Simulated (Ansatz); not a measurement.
# C6H3F3: small, medium and large basis sets

An exercise on one series of results from a longer session: the logs are not shown, and one member is left open.

Method: one geometry, several basis sets; program: Ansatz 0.2.0, Gaussian basis.

Plan: PBE0-D4/def2-SVP; ωB97M-V/def2-SVP; PBE0-D4/def2-QZVPP; ωB97M-V/def2-QZVPP; the functionals' def2-TZVPP values are taken from earlier runs.

### The geometry

All runs share one geometry, relaxed beforehand with PBE0-D4 in a triple-zeta def2 set.

SMILES `Fc1cccc(F)c1F`, 12 atoms, charge 0, spin multiplicity 1.

Atoms are counted from 1 here; the program's logs count them from 0.

Bond lengths: F1–C2 1.330 Å, C2–C3 1.380 Å, C2–C8 1.386 Å, C3–C4 1.386 Å, C3–H10 1.082 Å, C4–C5 1.386 Å, C4–H11 1.083 Å, C5–C6 1.380 Å, C5–H12 1.082 Å, C6–F7 1.330 Å, C6–C8 1.386 Å, C8–F9 1.325 Å. Angles: F1–C2–C3 120.5°, F1–C2–C8 118.3°, C3–C2–C8 121.1°, C2–C3–C4 119.1°, C2–C3–H10 118.9°, C4–C3–H10 122.0°, C3–C4–C5 120.8°, C3–C4–H11 119.6°, C5–C4–H11 119.6°, C4–C5–C6 119.1°, C4–C5–H12 122.0°, C6–C5–H12 118.9°, C5–C6–F7 120.5°, C5–C6–C8 121.1°, F7–C6–C8 118.3°, C2–C8–C6 118.8°, C2–C8–F9 120.6°, C6–C8–F9 120.6°.

Set-up of the first run:

in.yaml

```yaml
crystal:
  periodic: [false, false, false]
  atoms:
    - {symbol: F, position_ang: [0.542093, -1.683361, 2.024505]}
    - {symbol: C, position_ang: [0.300079, -0.866892, 1.002901]}
    - {symbol: C, position_ang: [0.993939, -1.002089, -0.182771]}
    - {symbol: C, position_ang: [0.716870, -0.134279, -1.227514]}
    - {symbol: C, position_ang: [-0.241571, 0.857910, -1.092230]}
    - {symbol: C, position_ang: [-0.922496, 0.973641, 0.102962]}
    - {symbol: F, position_ang: [-1.848047, 1.914877, 0.265129]}
    - {symbol: C, position_ang: [-0.662504, 0.117495, 1.161308]}
    - {symbol: F, position_ang: [-1.322464, 0.237957, 2.304227]}
    - {symbol: H, position_ang: [1.738243, -1.783306, -0.267807]}
    - {symbol: H, position_ang: [1.255998, -0.232674, -2.161151]}
    - {symbol: H, position_ang: [-0.472941, 1.545522, -1.895459]}
basis:
  gaussian: {orbitals: def2-SVP}
hamiltonian: {xc: pbe0, dispersion: d4}
output: {orbitals: {seedname: orbitals}}
```

The run is started by

```sh
$ ansatz run in.yaml --threads 4 --pin off --events-out ev --progress --plain --max-ram 11315MiB
```

Among the steps run: PBE0-D4 in def2-SVP; ωB97M-V in def2-SVP; PBE0-D4 in def2-QZVPP; ωB97M-V in def2-QZVPP.

One of the session's tables, all rows but one given; the rest of the session is left out.

It belongs to the step «Functionals by basis». 

| functional | basis | HOMO (eV) |
| --- | --- | --- |
| PBE0-D4 | def2-SVP | -7.53 |
| PBE0-D4 | def2-TZVPP | ? |
| PBE0-D4 | def2-QZVPP | -7.61 |
| ωB97M-V | def2-SVP | -9.61 |
| ωB97M-V | def2-TZVPP | -9.67 |
| ωB97M-V | def2-QZVPP | -9.71 |

Q: Estimate the row for PBE0-D4, def2-TZVPP from the others.

The run gave: HOMO (eV): -7.57. In the column «HOMO (eV)» it lies between PBE0-D4, def2-QZVPP (-7.61) and PBE0-D4, def2-SVP (-7.53).
